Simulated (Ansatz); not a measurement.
**Cu3Ni under changes of volume**

One of the cells (11.180 Å³/atom); the others are scaled copies at fixed shape and fractional positions:

```
Cu Ni
1.0
     1.31616   -2.06036    0.00000
     1.31616    2.06036    0.00000
     0.00000    0.00000    8.24586
Cu Ni
3 1
Direct
  0.50000 0.50000 0.24669
  0.00000 0.00000 0.50000
  0.50000 0.50000 0.75331
  0.00000 0.00000 0.00000
```

The cell comes from a database or a generator and needn't be the stable form of this composition.

- Program: Ansatz 0.2.0
- Functional: PBEsol
- Potentials or basis: all-electron LAPW, scalar-relativistic
- Cutoff: 332 eV (chosen from the basis error)
- Basis error allowed: 0.001 eV/atom
- k mesh: 12 × 12 × 4
- Occupations: fermi-dirac, width 0.05 eV
- Spin: collinear spin, ferromagnetic start
- Starting moments: [0.6, 0.6, 0.6, 1.0] μB

| volume (Å³/atom) | energy over the lowest point (meV/atom) | pressure (GPa) | largest force (eV/Å) |
| --- | --- | --- | --- |
| 10.510 | ? | ? | ? |
| 10.733 | 6.19 | 6.3 | 0.050 |
| 10.957 | 0.34 | 2.2 | 0.028 |
| 11.180 | 0.00 | -1.5 | 0.008 |
| 11.404 | 4.53 | -4.8 | 0.011 |
| 11.628 | 13.39 | -7.7 | 0.029 |
| 11.851 | 26.07 | -10.3 | 0.046 |

Task: What does the run at 10.510 Å³/atom give?

Result: Energy over the lowest point 18.23 meV/atom; pressure 11.1 GPa; largest force 0.074 eV/Å.

Worked out: A Birch-Murnaghan fit of order 3 (a polynomial in V^(-2/3)) to the other rows has its minimum at 11.08 Å³/atom with B0 = V·E''(V) = 182 GPa and B' = 4.9 at fixed shape and positions, which overstates the stiffness. It gives 18.16 meV/atom at 10.510 Å³/atom, against the run's 18.23, and -dE/dV = 11.0 GPa, against 11.1.

Energies are extrapolated to zero smearing.

Caveats: the starting moments weren't kept.
